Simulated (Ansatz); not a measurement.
The system is Hf2Pd2Se2Br2O3.

```
Hf Pd Se Br O
1.0
    -1.89227    2.67212   12.28423
     1.89227   -2.67212   12.28423
     1.89227    2.67212  -12.28423
Hf Pd Se Br O
2 2 2 2 3
Direct
  0.92095 0.92095 0.00000
  0.07905 0.07905 0.00000
  0.68332 0.68332 0.00000
  0.31668 0.31668 0.00000
  0.61777 0.11777 0.50000
  0.38223 0.88223 0.50000
  0.78660 0.78660 0.00000
  0.21340 0.21340 0.00000
  0.90121 0.40121 0.50000
  0.09879 0.59879 0.50000
  0.00000 0.00000 0.00000
```

The cell was built by a generator and needn't be a form met in nature.

Base run:

```yaml
Program: Ansatz 0.2.0
Functional: PBE
Potentials_or_basis: all-electron LAPW, scalar-relativistic
Cutoff: 462 eV
Density_cutoff: 1850 eV
Basis_error_allowed: 0.002 eV/atom
k_mesh: 6 × 6 × 6
Occupations: fermi-dirac, width 0.05 eV
Spin: no spin polarisation
Hubbard_terms: Hf d U = 3 eV, Pd d U = 3 eV
```

Its results: pressure 1.2 GPa; largest force 0.132 eV/Å.

Task: After a change of settings the same cell gave: pressure 3.7 GPa; largest force 0.321 eV/Å. Which change was it?
A. hubbard terms from Hf d U = 3 eV, Pd d U = 3 eV to none
B. hubbard terms from Hf d U = 3 eV, Pd d U = 3 eV to Hf d U = 6 eV, Pd d U = 6 eV
C. functional from PBE to BLYP; hubbard terms from Hf d U = 3 eV, Pd d U = 3 eV to none

Result: C.

Caveats: the k mesh is thin for a metal, which can move the energy by tens of meV per atom; U is the effective U less J, on atomic orbitals that reach past the spheres (some runs); U without spin polarisation on a metal has little footing (some runs).

Not every run made on this cell is shown here.
